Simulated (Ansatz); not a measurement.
**CH7BOSSi: up Jacob's ladder to CCSD(T)**

Aim: compute CH7BOSSi with functionals from several rungs and with coupled cluster, and see how far each lands from CCSD(T) at the basis-set limit for the atomisation energy.

Method: functionals in def2-TZVPP, the program's frozen cores in correlated methods; program: Ansatz 0.2.0, Gaussian basis.

The runs, in order: PBE-D4, r2SCAN-D4, PBE0-D4, B3LYP-D4, ωB97X-V, ωB97M-V, B2PLYP; CCSD(T)/def2-TZVPP; MP2/def2-QZVPP; extrapolation to the limit.

**1. The relaxed structure**

All runs share one geometry, relaxed beforehand with PBE0-D4 in a triple-zeta def2 set.

SMILES `BO[SiH2]SC`, 12 atoms, charge 0, spin multiplicity 1.

Atoms are counted from 1 here; the program's logs count them from 0.

Bond lengths: B1–O2 1.347 Å, B1–H6 1.205 Å, B1–H7 1.198 Å, O2–Si3 1.660 Å, Si3–S4 2.108 Å, Si3–H8 1.478 Å, Si3–H9 1.486 Å, S4–C5 1.818 Å, C5–H10 1.089 Å, C5–H11 1.090 Å, C5–H12 1.090 Å. Angles: O2–B1–H6 120.0°, O2–B1–H7 118.2°, H6–B1–H7 121.8°, B1–O2–Si3 130.7°, O2–Si3–S4 112.1°, O2–Si3–H8 107.6°, O2–Si3–H9 107.5°, S4–Si3–H8 106.7°, S4–Si3–H9 110.1°, H8–Si3–H9 112.9°, Si3–S4–C5 99.4°, S4–C5–H10 106.7°, S4–C5–H11 111.1°, S4–C5–H12 111.1°, H10–C5–H11 108.8°, H10–C5–H12 109.0°, H11–C5–H12 110.1°.

**2. PBE-D4 (GGA)**

Input file in.yaml:

```yaml
crystal:
  periodic: [false, false, false]
  atoms:
    - {symbol: B, position_ang: [0.384828, 1.701875, 1.302737]}
    - {symbol: O, position_ang: [-0.681081, 0.881794, 1.225006]}
    - {symbol: Si, position_ang: [-1.402305, 0.166837, -0.088591]}
    - {symbol: S, position_ang: [-0.797465, -1.838381, -0.331322]}
    - {symbol: C, position_ang: [0.929988, -1.569412, -0.829227]}
    - {symbol: H, position_ang: [0.954508, 2.047030, 0.298628]}
    - {symbol: H, position_ang: [0.741326, 2.065749, 2.387522]}
    - {symbol: H, position_ang: [-2.859093, 0.143411, 0.158916]}
    - {symbol: H, position_ang: [-1.033039, 0.960616, -1.288898]}
    - {symbol: H, position_ang: [1.326894, -2.540718, -1.121841]}
    - {symbol: H, position_ang: [1.521105, -1.183473, 0.000761]}
    - {symbol: H, position_ang: [0.991233, -0.890526, -1.679591]}
basis:
  gaussian: {orbitals: def2-TZVPP}
hamiltonian: {xc: pbe, dispersion: d4}
output: {forces: true, orbitals: {seedname: orbitals}}
```

Launch:

```console
ansatz run in.yaml --threads 4 --pin off --events-out ev --progress --plain --max-ram 10444MiB
```

The runs that follow: r2SCAN-D4 (meta-GGA); PBE0-D4 (hybrid); B3LYP-D4 (hybrid); ωB97X-V (range-separated); ωB97M-V (range-separated); B2PLYP (double hybrid); CCSD(T) in def2-TZVPP; MP2 in def2-QZVPP.

Q: Predict the results of all the runs planned. Wanted: atomisation energy, CCSD(T)/CBS; farthest; mean size of error, hybrid; mean size of error, range-separated; gap, smallest and largest; T1 diagnostic; triples share of the correlation energy.

**Answer**, as computed:

| quantity | value |
| --- | --- |
| atomisation energy, CCSD(T)/CBS | 4358.4 kJ/mol |
| functionals within 21.8 kJ/mol (0.5 %) | r2SCAN-D4, PBE0-D4, B3LYP-D4, ωB97X-V |
| farthest | B2PLYP (-46.5 kJ/mol) |
| mean size of error, hybrid | 7.0 kJ/mol |
| mean size of error, range-separated | 20.8 kJ/mol |
| gap, smallest and largest | 4.36 eV (PBE-D4), 11.04 eV (ωB97X-V) |
| T1 diagnostic | 0.0124 |
| triples share of the correlation energy | 3.8 % |

PBE-D4 misses by +36.5 kJ/mol. Double hybrids carry the basis error of their MP2 part in triple zeta, and no dispersion term here, so their miss is partly the set-up's. The reference freezes the cores and leaves out relativity and excitations past (T), so misses under about 21.8 kJ/mol can't be ranked. Hartree-Fock recovers 75 % of the binding; the rest is correlation. The gap grows from 4.4 to 11.0 eV across the functionals, mostly with the share of exact exchange.
